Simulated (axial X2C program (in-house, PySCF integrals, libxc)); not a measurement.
**SbBr⁺: EOM-IP-CCSD levels**

Wanted for SbBr⁺: EOM-IP-CCSD levels, at the two-component level.

The runs use an in-house X2C program for linear molecules on PySCF integrals; two-component X2C with atomic mean-field terms, Sb dyall-cv3z, Br dyall-cv3z.

All values are calculated.

### 1 Input

File task.json:

```json
{
 "zs": [
  51,
  35
 ],
 "q": 1,
 "bas": [
  "dyall-cv3z",
  "dyall-cv3z"
 ],
 "r0": 2.54,
 "eom": "ip",
 "rq": 0,
 "thr": -1.0,
 "nmax": 95,
 "grid": [
  1,
  0.96,
  1.045,
  0.92,
  1.09,
  1.15
 ]
}
```

Keys: zs atomic numbers; q charge; bas basis sets; r0 starting distance in Å; eom kind of EOM run; thr threshold in hartree for freezing inner shells (an s shell follows its p shell); nmax most natural virtual spinors; grid distances as factors.

Launch:

```sh
python soeom.py task.json out
```

Further steps of the session: EOM-IP-CCSD at 2.495 Å.

Before running it: what results should come out? Wanted: next root led by one particle; T1 of the reference; lowest state, Re and ωe.

**Answer**, as computed:

| quantity | value |
| --- | --- |
| lowest root at 2.495 Å | Ω = 1/2, 8.250 eV |
| next root led by one particle | Ω = 1/2, about 24420 cm⁻¹ higher |
| T1 of the reference | 0.012 |
| lowest state, Re and ωe | 2.387 Å, 318 cm⁻¹ |

In words: Removing an electron from the reference determinant of SbBr costs 8.25 eV and empties a spinor of 83% Sb pπ, 14% Br pπ. The closed-shell reference lies 0.37 eV above the lowest determinant found, so these energies count from an excited configuration. Errors of 0.1 to 0.3 eV are usual at this size, and roots led by higher excitations are left out, so the list is incomplete, and low states of that kind can be missing. T1 or the largest double amplitude of the reference is raised, which lowers the reliability. The bond is 0.124 Å shorter than in the closed-shell reference at CCSD (2.511 Å).
